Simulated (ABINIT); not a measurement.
The system is TaF3.

```
CELL_PARAMETERS angstrom
3.90120 0.00000 0.00000
0.00000 3.90120 0.00000
0.00000 0.00000 3.90120
ATOMIC_POSITIONS crystal
Ta 0.00000 0.00000 0.00000
F 0.00000 0.00000 0.50000
F 0.00000 0.50000 0.00000
F 0.50000 0.00000 0.00000
```

Base run:

- Program: ABINIT 10.8.3 (patched build)
- Functional: BLYP
- Potentials or basis: JTH PAW PBE v2.0
- Cutoff: 762 eV
- k mesh: 7 × 7 × 7
- Occupations: fermi-dirac, width 0.05 eV
- Spin: no spin polarisation

Its results: band gap on the k mesh none (metal or under the smearing width); pressure 28.0 GPa.

Question: After a change of settings the same cell gave: band gap on the k mesh none (metal or under the smearing width); pressure 14.8 GPa. Which change was it?
A. functional from BLYP to PBEsol
B. functional from BLYP to LDA
C. functional from BLYP to SCAN
D. functional from BLYP to WC

Answer: B.

LDA binds more tightly than BLYP, so the same cell stands under less pressure.

Caveats: the PAW data sets were made with another functional, which shifts forces and pressure a little; spin-orbit coupling is left out, which moves the levels of the heavy elements; the atomic spheres overlap; a pressure of tens of GPa on the cell as given is suspect, and the run, the potentials or the cell itself is likely at fault (some runs).
